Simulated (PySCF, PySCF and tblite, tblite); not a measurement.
# C5H10BClO: a path driven as rotation about a bond, and NMR exchange, part 2 of 2

PySCF and tblite. Atoms count from 0. The steps go on from the part before.

## 7. Shieldings, saddle of leg 1: CAM-B3LYP/pcSseg-1

The job: settings as JSON, then the geometry in Å.

```
{"job": {"kind": "nmr", "xc": "CAM-B3LYP", "basis": "pcSseg-1", "pop": false}, "charge": 0, "multiplicity": 1}
C      2.961947    -0.183994    -0.656322
O      1.898580    -0.263085     0.212560
B      0.956109    -0.187193     1.094439
C     -0.493594     0.396487     0.699293
C     -1.760764    -0.462187     0.936019
C     -2.269422    -0.074023    -0.460822
C     -0.876482     0.462569    -0.787648
Cl    -0.813481     2.065962    -1.556327
H      2.867282     0.700928    -1.298523
H      2.974325    -1.076362    -1.290107
H      3.912103    -0.129988    -0.108115
H      1.126706    -0.576295     2.206434
H     -0.628473     1.377499     1.160742
H     -2.390179    -0.165739     1.771350
H     -1.533033    -1.522584     1.021746
H     -2.631687    -0.879564    -1.097455
H     -3.016242     0.716528    -0.427386
H     -0.283693    -0.198960    -1.419877
```

Standard output:

```text
coarse grid: 15432 points
cycle   1  E = -756.4655043964  dE =  1.276e+00  |g| = 6.539e-01  |ddm| = 3.672e+00
cycle   2  E = -756.4414914546  dE =  2.401e-02  |g| = 7.998e-01  |ddm| = 1.024e+00
cycle   3  E = -756.5496267639  dE = -1.081e-01  |g| = 7.746e-02  |ddm| = 5.755e-01
cycle   4  E = -756.5506264878  dE = -9.997e-04  |g| = 3.735e-02  |ddm| = 8.651e-02
cycle   5  E = -756.5509271283  dE = -3.006e-04  |g| = 6.010e-03  |ddm| = 3.266e-02
cycle   6  E = -756.5509360309  dE = -8.903e-06  |g| = 2.037e-03  |ddm| = 8.118e-03
final grid: 143928 points
cycle   7  E = -756.6211391748  dE = -4.450e-05  |g| = 5.039e-03  |ddm| = 1.861e-02
cycle   8  E = -756.6211389034  dE =  2.713e-07  |g| = 5.393e-03  |ddm| = 7.054e-03
cycle   9  E = -756.6211447393  dE = -5.836e-06  |g| = 5.786e-04  |ddm| = 3.756e-03
cycle  10  E = -756.6211447950  dE = -5.575e-08  |g| = 2.741e-04  |ddm| = 5.954e-04
cycle  11  E = -756.6211448091  dE = -1.414e-08  |g| = 4.378e-05  |ddm| = 2.226e-04
cycle  12  E = -756.6211448097  dE = -5.107e-10  |g| = 1.672e-05  |ddm| = 6.063e-05
converged SCF energy = -756.6211448097

GIAO shielding tensors (ppm)
atom      isotropic    diamagn.    paramagn.     s11        s22        s33       span
  0 C      129.043     239.714    -110.671    103.182    104.022    179.924     76.742
  1 O      179.799     399.391    -219.593    -46.407    133.332    452.471    498.878
  2 B       58.923     193.159    -134.236     16.017     62.651     98.102     82.084
  3 C      137.583     252.793    -115.210    111.812    130.560    170.376     58.564
  4 C      168.926     249.848     -80.921    157.174    168.795    180.810     23.636
  5 C      150.418     251.429    -101.011    129.965    142.029    179.260     49.295
  6 C      127.486     244.688    -117.202     95.615    127.847    158.996     63.382
  7 Cl     750.203    1148.163    -397.960    576.382    620.077   1054.151    477.769
  8 H       26.789      28.347      -1.558     22.165     26.462     31.740      9.575
  9 H       26.974      27.677      -0.703     23.537     25.006     32.381      8.844
 10 H       26.893      25.397       1.496     22.797     25.021     32.862     10.065
 11 H       26.534      30.079      -3.545     24.420     25.148     30.034      5.613
 12 H       29.837      32.732      -2.895     27.393     30.107     32.012      4.619
 13 H       29.748      30.083      -0.336     25.915     26.776     36.552     10.637
 14 H       30.264      31.687      -1.423     27.440     27.737     35.614      8.173
 15 H       29.385      30.248      -0.863     25.998     26.788     35.369      9.370
 16 H       29.542      31.010      -1.468     26.368     28.870     33.388      7.020
 17 H       27.774      32.299      -4.525     24.435     27.358     31.530      7.095
```

Run time: 1.7 min. Hardware: 1 thread of AMD EPYC, shared host; peak memory 1 GiB.

This run: HOMO -8.47 eV, LUMO 1.16 eV; dipole 2.29 D.

## 8. Shieldings, end: CAM-B3LYP/pcSseg-1

The job: settings as JSON, then the geometry in Å.

```
{"job": {"kind": "nmr", "xc": "CAM-B3LYP", "basis": "pcSseg-1", "pop": false}, "charge": 0, "multiplicity": 1}
C      3.040944    -0.454620    -0.286692
O      1.686115    -0.087576    -0.233812
B      1.008138     0.181498     0.871543
C     -0.527680     0.567950     0.715147
C     -1.580657    -0.518446     1.064442
C     -2.346949    -0.173191    -0.220793
C     -1.137589     0.632859    -0.694911
Cl    -1.487460     2.258641    -1.317729
H      3.582747     0.293706    -0.869360
H      3.120816    -1.421139    -0.789617
H      3.480133    -0.525842     0.712067
H      1.501907     0.113963     1.945377
H     -0.756849     1.483036     1.264508
H     -2.120193    -0.371800     1.996737
H     -1.163515    -1.523118     1.048752
H     -2.642336    -1.006216    -0.855972
H     -3.213308     0.457687    -0.033738
H     -0.531588     0.135420    -1.450643
```

Standard output:

```text
coarse grid: 15432 points
cycle   1  E = -756.4927301519  dE =  1.228e+00  |g| = 6.364e-01  |ddm| = 3.666e+00
cycle   2  E = -756.4648425209  dE =  2.789e-02  |g| = 8.028e-01  |ddm| = 1.012e+00
cycle   3  E = -756.5753596128  dE = -1.105e-01  |g| = 7.696e-02  |ddm| = 5.623e-01
cycle   4  E = -756.5763439460  dE = -9.843e-04  |g| = 3.712e-02  |ddm| = 8.572e-02
cycle   5  E = -756.5766328708  dE = -2.889e-04  |g| = 6.556e-03  |ddm| = 3.270e-02
cycle   6  E = -756.5766431283  dE = -1.026e-05  |g| = 2.104e-03  |ddm| = 8.493e-03
cycle   7  E = -756.5766441542  dE = -1.026e-06  |g| = 5.346e-04  |ddm| = 2.786e-03
final grid: 143928 points
cycle   8  E = -756.6458259024  dE = -4.074e-05  |g| = 4.924e-03  |ddm| = 1.834e-02
cycle   9  E = -756.6458254483  dE =  4.540e-07  |g| = 5.261e-03  |ddm| = 8.224e-03
cycle  10  E = -756.6458318574  dE = -6.409e-06  |g| = 4.420e-04  |ddm| = 4.307e-03
cycle  11  E = -756.6458318892  dE = -3.181e-08  |g| = 2.368e-04  |ddm| = 4.924e-04
cycle  12  E = -756.6458318996  dE = -1.041e-08  |g| = 5.571e-05  |ddm| = 1.904e-04
cycle  13  E = -756.6458319002  dE = -5.630e-10  |g| = 1.812e-05  |ddm| = 5.199e-05
converged SCF energy = -756.6458319002

GIAO shielding tensors (ppm)
atom      isotropic    diamagn.    paramagn.     s11        s22        s33       span
  0 C      121.542     238.747    -117.205     86.104     96.276    182.246     96.142
  1 O      157.108     399.542    -242.434    -54.733    162.178    363.880    418.613
  2 B       51.920     193.504    -141.585     15.739     47.739     92.281     76.541
  3 C      140.981     251.636    -110.655    115.283    133.695    173.964     58.681
  4 C      169.321     249.484     -80.162    157.477    169.325    181.160     23.683
  5 C      150.623     251.429    -100.806    130.082    142.411    179.375     49.293
  6 C      129.943     243.777    -113.833     97.185    128.694    163.951     66.766
  7 Cl     747.804    1147.574    -399.770    567.306    624.784   1051.322    484.016
  8 H       27.339      26.630       0.708     23.510     25.372     33.135      9.625
  9 H       27.380      27.338       0.042     23.581     25.428     33.130      9.549
 10 H       27.582      26.807       0.775     24.787     25.741     32.219      7.431
 11 H       26.598      31.357      -4.759     25.104     25.993     28.696      3.592
 12 H       29.614      32.459      -2.845     26.967     29.532     32.343      5.376
 13 H       29.789      30.040      -0.251     26.042     26.748     36.577     10.535
 14 H       30.470      31.943      -1.474     27.335     28.479     35.596      8.261
 15 H       29.376      30.275      -0.898     26.174     26.636     35.319      9.145
 16 H       29.530      30.928      -1.397     26.442     28.727     33.423      6.981
 17 H       27.302      31.175      -3.873     23.699     26.472     31.735      8.036
```

Run time: 1.9 min. Hardware: 1 thread of AMD EPYC, shared host; peak memory 1 GiB.

In short: HOMO -9.04 eV, LUMO 1.06 eV; dipole 3.28 D.

## 9. Barriers, rates and exchange

The job: settings as JSON, then the geometry in Å.

```
{"job": {"smiles": "COB[C@@H]1CC[C@H]1Cl", "charge": 0, "mult": 1, "motion": "rotation", "what": "boronate", "atoms": [2, 1], "drives": [{"terms": [["t", [3, 2, 1, 0], 0.5], ["t", [11, 2, 1, 0], 0.5]], "by": 180, "n": 12}], "study": "path", "level": {"kind": "nmr", "xc": "CAM-B3LYP", "basis": "pcSseg-1"}, "fields": [100, 500, 900], "first": 2, "seed": 349, "kind": "path"}, "charge": 0, "multiplicity": 1}
C      2.715797     0.245224    -0.279767
O      2.204508    -0.736990     0.591788
B      0.967899    -0.843991     1.040392
C     -0.240293     0.143612     0.670654
C     -1.660751    -0.164516     1.198614
C     -2.236224     0.106858    -0.199136
C     -0.815986     0.069127    -0.760233
Cl    -0.387123     1.399642    -1.866964
H      1.949921     0.941993    -0.621696
H      3.155001    -0.259419    -1.142774
H      3.501821     0.793560     0.244374
H      0.793273    -1.757753     1.758278
H      0.018825     1.180403     0.900453
H     -2.023174     0.482265     1.993828
H     -1.772024    -1.201903     1.505192
H     -2.925169    -0.632702    -0.602555
H     -2.684895     1.094536    -0.283052
H     -0.570164    -0.853628    -1.286222
```

Standard output:

```text
stationary points (kcal/mol above the start)
  n  kind          group   xTB      DFT    lowest mode
  0  minimum      C1       0.00     0.00      17.0
  1  saddle       C1      13.45    13.02    -342.1
  2  minimum      C1       0.64    -2.33      33.6

GFN2-xTB energies: T/K, barrier G, reaction G (kcal/mol), k forward, k back (1/s)
 150.00    12.08     0.51   7.95e-06   4.33e-05
 200.00    12.07     0.50      0.271      0.964
 250.00    12.07     0.50        146        399
 298.15    12.09     0.49   8.59e+03   1.97e+04
 350.00    12.12     0.48   1.99e+05   3.98e+05
 400.00    12.16     0.47    1.9e+06   3.45e+06
 500.00    12.27     0.45   4.52e+07   7.11e+07

CAM-B3LYP/pcSseg-1 + D3(BJ) energies: T/K, barrier G, reaction G (kcal/mol), k forward, k back (1/s)
 150.00    11.65    -2.46   3.34e-05   8.57e-09
 200.00    11.64    -2.46      0.794    0.00161
 250.00    11.64    -2.47        345       2.39
 298.15    11.66    -2.48   1.77e+04        270
 350.00    11.69    -2.49   3.67e+05   1.03e+04
 400.00    11.73    -2.50   3.26e+06   1.41e+05
 500.00    11.84    -2.52   6.95e+07    5.5e+06
```

It took 6.2 min on 1 thread of AMD EPYC, shared host; peak memory 1 GiB. This counts the whole study up to here.

Barriers by level (kcal/mol; entropies in cal/(mol K)). Zero-point and thermal terms come from xTB in every row. ΔG‡ leaves symmetry out; the rate counts one path; effective ΔG‡, where given, is the barrier that would give that rate by Eyring's equation alone:

```csv
level,ΔE‡,with zero-point,ΔH‡,ΔS‡,ΔG‡ (298 K),ΔE of reaction,k at 298 K (1/s),effective ΔG‡
GFN2-xTB,13.45,12.12,12.10,0.0,12.09,0.64,8.6e+03,12.09
CAM-B3LYP/pcSseg-1 + D3(BJ),13.02,11.69,11.67,0.0,11.66,-2.33,1.8e+04,11.66
```

Sites that the driver pairs across this motion, and where their lines would merge (no couplings; faster rotations or exchange between molecules can average them sooner):

```csv
nucleus,sites: shielding (ppm),proton frequency (MHz),spread (Hz),coalescence (K),lines at 298 K
¹³C,C3: 145.4; C3 (end): 141.0,900,1009,not given,–
¹³C,C4: 165.9; C4 (end): 169.3,900,778,not given,–
¹³C,C0: 124.8; C0 (end): 121.5,900,735,not given,–
¹³C,C6: 127.2; C6 (end): 129.9,900,620,not given,–
¹⁷O,O1: 152.1; O1 (end): 157.1,900,612,not given,–
¹H,H14: 29.82; H14 (end): 30.47,900,580,not given,–
¹H,H17: 27.82; H17 (end): 27.30,900,469,not given,–
¹¹B,B2: 50.3; B2 (end): 51.9,900,461,not given,–
```

A dash: the driver gave no coalescence for this row (it judged the minor form too scarce).

Rows that set an atom against itself at the end compare its shielding in the two forms.

Lines of quadrupolar nuclei are broad, so their coalescence could hardly be seen.

## 10. Outcome

What follows sums up all 2 parts.

```
                               quantity                               value
  barrier (CAM-B3LYP/pcSseg-1 + D3(BJ))  ΔE‡ 13.0, ΔG‡(298 K) 11.7 kcal/mol
                     barrier (GFN2-xTB)                   ΔE‡ 13.4 kcal/mol
                          rate at 298 K                         1.8e+04 s⁻¹
                        end of the path        -2.3 kcal/mol from the start
stages that failed or stayed incomplete                                   1
```

**Reading.** The saddle has a nearly straight angle, C0–O1–B2 (172°), which it lacks at the start: the motion passes through an in-plane inversion or a T-shaped form rather than a plain rotation or pyramidal inversion. DFT puts the top 13.0 kcal/mol above the start (xTB: 13.4); the rate from the DFT barrier is 1.8e+04 s⁻¹ at 298 K. An error of 1.4 kcal/mol changes that rate tenfold.
